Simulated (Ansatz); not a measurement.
# CH₈AsNSi: how energies converge with the basis set

How large a basis does CH₈AsNSi need? Two functionals are run in growing sets.

The runs use Ansatz 0.2.0, Gaussian basis; one geometry, several basis sets.

Levels to be run: PBE0-D4/def2-SVP; ωB97M-V/def2-SVP; PBE0-D4/def2-QZVPP; ωB97M-V/def2-QZVPP; the functionals' def2-TZVPP values are taken from earlier runs.

### 1 The geometry

An earlier PBE0-D4 in a triple-zeta def2 set relaxation fixed the geometry.

SMILES `C[AsH]N[SiH3]`, 12 atoms, charge 0, spin multiplicity 1.

Atoms are counted from 1 here; the program's logs count them from 0.

Bond lengths: C1–As2 1.962 Å, C1–H5 1.092 Å, C1–H6 1.090 Å, C1–H7 1.089 Å, As2–N3 1.855 Å, As2–H8 1.533 Å, N3–Si4 1.721 Å, N3–H9 1.008 Å, Si4–H10 1.488 Å, Si4–H11 1.492 Å, Si4–H12 1.486 Å. Angles: As2–C1–H5 108.8°, As2–C1–H6 108.3°, As2–C1–H7 111.5°, H5–C1–H6 109.0°, H5–C1–H7 109.6°, H6–C1–H7 109.6°, C1–As2–N3 99.0°, C1–As2–H8 94.5°, N3–As2–H8 97.0°, As2–N3–Si4 124.5°, As2–N3–H9 111.6°, Si4–N3–H9 117.9°, N3–Si4–H10 108.9°, N3–Si4–H11 113.8°, N3–Si4–H12 108.8°, H10–Si4–H11 108.2°, H10–Si4–H12 109.9°, H11–Si4–H12 107.2°.

### 2 PBE0-D4 in def2-SVP

in.yaml

```yaml
crystal:
  periodic: [false, false, false]
  atoms:
    - {symbol: C, position_ang: [-1.556415, 1.234545, -0.041662]}
    - {symbol: As, position_ang: [-1.407581, -0.691090, 0.301677]}
    - {symbol: N, position_ang: [0.348826, -0.744458, 0.897388]}
    - {symbol: Si, position_ang: [1.728381, -0.615438, -0.123952]}
    - {symbol: H, position_ang: [-2.452764, 1.417019, -0.637961]}
    - {symbol: H, position_ang: [-1.656750, 1.746905, 0.915249]}
    - {symbol: H, position_ang: [-0.683406, 1.615170, -0.569937]}
    - {symbol: H, position_ang: [-1.120532, -1.052759, -1.160128]}
    - {symbol: H, position_ang: [0.437242, -1.284147, 1.744187]}
    - {symbol: H, position_ang: [2.950079, -0.543866, 0.722202]}
    - {symbol: H, position_ang: [1.883826, -1.757219, -1.072060]}
    - {symbol: H, position_ang: [1.605997, 0.620140, -0.941104]}
basis:
  gaussian: {orbitals: def2-SVP}
hamiltonian: {xc: pbe0, dispersion: d4}
output: {orbitals: {seedname: orbitals}}
```

The runs that follow: ωB97M-V in def2-SVP; PBE0-D4 in def2-QZVPP; ωB97M-V in def2-QZVPP.

Before running them: what should the planned runs give, taken together? Wanted: PBE0-D4: double and triple zeta above quadruple; ωB97M-V: double and triple zeta above quadruple.

As calculated:

| quantity | value |
| --- | --- |
| PBE0-D4: double and triple zeta above quadruple | 15.22, 1.76 eV |
| ωB97M-V: double and triple zeta above quadruple | 15.33, 1.70 eV |

In words: PBE0-D4 gains 13.46 eV from double to triple zeta, then 1.76 eV more. Total energies overstate the basis error of differences, where much of it tends to cancel. The LUMO of ωB97M-V is positive and keeps falling with the basis (2.21 to 1.28 eV): an unbound level that the basis holds in place.
